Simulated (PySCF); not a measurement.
Runs of PySCF 2.14.0 on SGeH2. The cell holds a molecule in a box, 4 atoms: a = 11.000 Å, b = 12.000 Å, c = 11.000 Å, α = 90.00°, β = 90.00°, γ = 90.00°. 

```tsv
task	level	frozen core bands	conv_tol	exxdiv	three-body dispersion term	grid for exchange and correlation	gap on the mesh (eV)
CCSD(T) correlation energy	HF	14	1e-08 Ha	ewald	-	-	9.95
atomic charges	N12+D3	-	1e-07 Ha	-	no	Becke, atom-centred	(a)
atomic charges	r2SCAN0+D3(BJ)	-	1e-07 Ha	ewald	no	Becke, atom-centred	4.77
MP2 correlation energy	HF	14	1e-08 Ha	ewald	-	-	9.95
```

Alike in all rows: potentials or basis def2-svp (all-electron); no spin polarisation; cell as given; k mesh 1 × 1 × 1; smearing fixed.

**Question.** Estimate the missing entries.

**Answer.** (a) 2.75.

Caveats: this is a molecule in a periodic box at the Γ point, so its band gap is the HOMO-LUMO gap; relativity is left out, which matters for the heavier elements; the basis of atomic orbitals isn't converged, which shifts pressures, moduli and gaps; the basis is small and the box finite, so much correlation energy is missing and levels can be off by tenths of an eV (some runs).

A k mesh can miss the band edges, and the runs leave out spin-orbit coupling on Ge.
